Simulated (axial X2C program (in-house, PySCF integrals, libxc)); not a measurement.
**GeS⁻: properties at the nuclei**

Wanted for GeS⁻: properties at the nuclei, at the two-component level.

Program: an in-house X2C program for linear molecules on PySCF integrals. Level of theory: two-component X2C with atomic mean-field terms, Ge dyall-acv3z, S dyall-av3z. These are calculated values, not measurements.

## 1. The job

Input file task.json:

```json
{"zs": [32, 16], "q": -1, "bas": ["dyall-acv3z", "dyall-av3z"], "r0": 2.05, "levels": ["PBE0", "HF", "BHandHLYP", "r2SCAN", "TPSSh"], "nst": 3}
```

Keys: zs atomic numbers; q charge; bas basis sets; r0 starting distance in Å; levels methods (HF also brings MP2); nst determinants followed.

On the command line:

```sh
$ python soeom.py task.json out
```

After this run come: Expectation values, lowest determinant; Expectation values, a higher determinant.

Q: Predict the outcome of this session. Wanted: lowest determinant; Eeff magnitude; Ws magnitude Ge; A∥/gI Ge; qzz Ge; higher determinant (for each run or level that gives them).

As calculated:

```
                                        quantity                                    value
                              lowest determinant  Ω = 1/2 (excess of +ω over −ω: ω = 1/2)
                    Eeff magnitude (GV/cm), PBE0                                    0.118
                     Ws magnitude Ge (kHz), PBE0                                    0.118
                            A∥/gI Ge (MHz), PBE0                                     1010
                             qzz Ge (a.u.), PBE0                                    -2.25
                              higher determinant  Ω = 3/2 (excess of +ω over −ω: ω = 3/2)
Eeff magnitude (GV/cm), PBE0, higher determinant                                    0.199
 Ws magnitude Ge (kHz), PBE0, higher determinant                                   0.0604
        A∥/gI Ge (MHz), PBE0, higher determinant                                     96.2
         qzz Ge (a.u.), PBE0, higher determinant                                    -2.36
```

What this shows: In the first state, the effective field runs from 0.0658 to 0.321 GV/cm over the mean-field levels, so the levels don't agree on it. The expectation values come from single determinants, which for open shells can mix terms of unlike spin or miss the lowest Ω, so a determinant need not be a state. Eeff is the effective electric field on the electron dipole moment in this Ω state and Ws the scalar–pseudoscalar constant (defined with the proton number Z and per Ω); A∥ is the parallel hyperfine constant, which follows by multiplying with the nuclear g factor gI = μI/(I μN); qzz is the electric field gradient, eQq0 = 234.96 MHz × Q/barn × qzz. The operators were transformed with the bare-nucleus X2C matrices. A second determinant lies within 0.1 eV of the first.
